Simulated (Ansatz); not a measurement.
# BClFHO: the cost of one run

All numbers below are computed with Ansatz 0.2.0 (RKS PBE-D4/6-31G*).

## (1) Starting point

Bond lengths: B1–F2 1.320 Å, B1–Cl3 1.860 Å, B1–O4 1.410 Å, O4–H5 1.010 Å. Angles: F2–B1–Cl3 120.0°, F2–B1–O4 120.0°, Cl3–B1–O4 120.0°, B1–O4–H5 109.5°.

Structure file:

```xyz
5

B     0.0000    0.0000    0.0000
F     0.0000    0.0000    1.3200
Cl    1.6108    0.0000   -0.9300
O    -1.2211    0.0000   -0.7050
H    -1.7308   -0.8467   -0.4965
```

## (2) Preparing the start

The input, input.yaml:

```yaml
crystal:
  periodic: [false, false, false]
  atoms:
    - { symbol: B, position_ang: [0.0, 0.0, 0.0] }
    - { symbol: F, position_ang: [0.0, 0.0, 1.32] }
    - { symbol: Cl, position_ang: [1.6108, 0.0, -0.93] }
    - { symbol: O, position_ang: [-1.2211, 0.0, -0.705] }
    - { symbol: H, position_ang: [-1.7308, -0.8467, -0.4965] }
basis:
  gaussian: { orbitals: "6-31G*" }
hamiltonian:
  xc: pbe
  dispersion: d4
relax:
  f_tol: 0.02
  max_steps: 40
```

Command:

```bash
$ ansatz run input.yaml --threads 1 --pin off --max-ram 2048MiB --backend cpu --events-out ev --progress --plain --runs-dir out
```

What time and memory should one allow on 1 thread of Arm Neoverse V2, shared host?

About 12 s, with a peak of 0.15 GiB.
